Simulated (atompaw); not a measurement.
# P: the cost of one run

Program: atompaw 4.2.0.5. Reference atom: PBE, scalar-relativistic, spherical and spin-unpolarised. All values are calculated.

### 1 The design

Typed settings, in words:

| Property | Result |
| --- | --- |
| element | phosphorus (P, Z = 15) |
| type | PAW |
| frozen core | [Ne] |
| valence charge | 5 |
| reference configuration | 3s2 3p3 |
| partial waves | 3s (bound): rc 1.75 bohr; 3s channel at 2.5 Ry: rc 1.75 bohr; 3p (bound): rc 1.70 bohr; 3p channel at 1.15 Ry: rc 1.70 bohr; 3d channel at 0.05 Ry: rc 1.85 bohr; 3d channel at 1.5 Ry: rc 1.85 bohr |
| local potential | vpsmatchnc scheme with l = 3 at 0.5 Ry, radius 1.65 bohr |
| core correction | smooth core density matched at 1.60 bohr |
| augmentation charge | sinc compensation charge, radius 1.45 bohr; PAW radius 1.85 bohr; waves and projectors: custom rrkj vanderbiltortho |

The nodes and maxima of the atom's own shells, from an earlier all-electron run, set the scale for the radii.

All-electron outer shells of the reference configuration (PBE, scalar-relativistic, ld1.x):

```tsv
shell	level (eV)	outermost node (bohr)	outermost maximum (bohr)
2s	-173.99	0.14	0.42
2p	-124.49	–	0.36
3s	-13.97	0.65	1.58
3p	-5.51	0.64	1.83
```

### 2 Generation

P.input

```
P 15
GGA-PBE scalarrelativistic loggrid 1500 logderivrange -3 5 201
3 3 0 0 0 0
3 1 3
0 0 0
c
c
v
c
v
2
1.85 1.45 1.65 1.60
y
2.5
n
y
1.15
n
y
0.05
y
1.5
n
custom rrkj vanderbiltortho sinc
3 0.5 vpsmatchnc
1.75
1.75
1.70
1.70
1.85
1.85
PWSCFOUT
UPFDX 0.0125d0 UPFXMIN -7.d0 UPFZMESH 15.d0
END
```

On the command line:

```console
$ atompaw < P.input > P.log
```

**Question.** How long does this run take on 1 thread of Intel Xeon Platinum 8375C at 2.90GHz, shared host?

About 1.9 s.
